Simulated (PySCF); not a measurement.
# C3H9GeP: the cost of one run

Computed with PySCF 2.14.0, with density-fitted response routines of our own, on a single molecule in the gas phase. Atoms count from 0, in the outputs and in this text.

## 1. The starting structure

14 atoms, charge 0, multiplicity 1; geometry from: GFN2-xTB. The atoms were then displaced at random by about 0.01 Å, so the start is not that level's minimum.

Bonds of the start (Å): P0–Ge1 2.36, Ge1–C2 2.03, C2–C3 1.50, C3–C4 1.53, C4–Ge1 2.01, P0–H5 1.40, P0–H6 1.38, Ge1–H7 1.54, C2–H8 1.08, C2–H9 1.08, C3–H10 1.12, C3–H11 1.08, C4–H12 1.07, C4–H13 1.11.

## 2. Optimising the geometry at PBE0-D3(BJ)/def2-SVP

Job settings and geometry (Å):

```
{"job": {"xc": "PBE0", "basis": "def2-SVP", "d3": "d3bj", "grid": 1, "shake": 0.01, "kind": "geom"}, "charge": 0, "multiplicity": 1}
P      2.568020    -0.690220     1.086660
Ge     0.506590     0.441940     0.903680
C     -0.274160     0.948600    -0.899560
C     -1.117740    -0.293270    -0.843850
C     -1.152290    -0.657030     0.645620
H      3.217630     0.341440     0.391890
H      2.308200    -1.374260    -0.085610
H      0.437130     1.540130     1.983720
H      0.376810     1.014320    -1.755030
H     -0.838660     1.865240    -0.820230
H     -2.158840    -0.127310    -1.235500
H     -0.687990    -1.103450    -1.405160
H     -1.172170    -1.709260     0.847000
H     -2.019690    -0.211950     1.178620
```

Run with:

```sh
$ OMP_NUM_THREADS=1 python probes_run.py task.json out
```

One launch serves the whole session: the jobs run in the order shown.

Q: Estimate the wall time and peak memory of this first job on 1 thread of Arm Neoverse V1, shared host.

About 54 s, with a peak of 0.53 GiB.
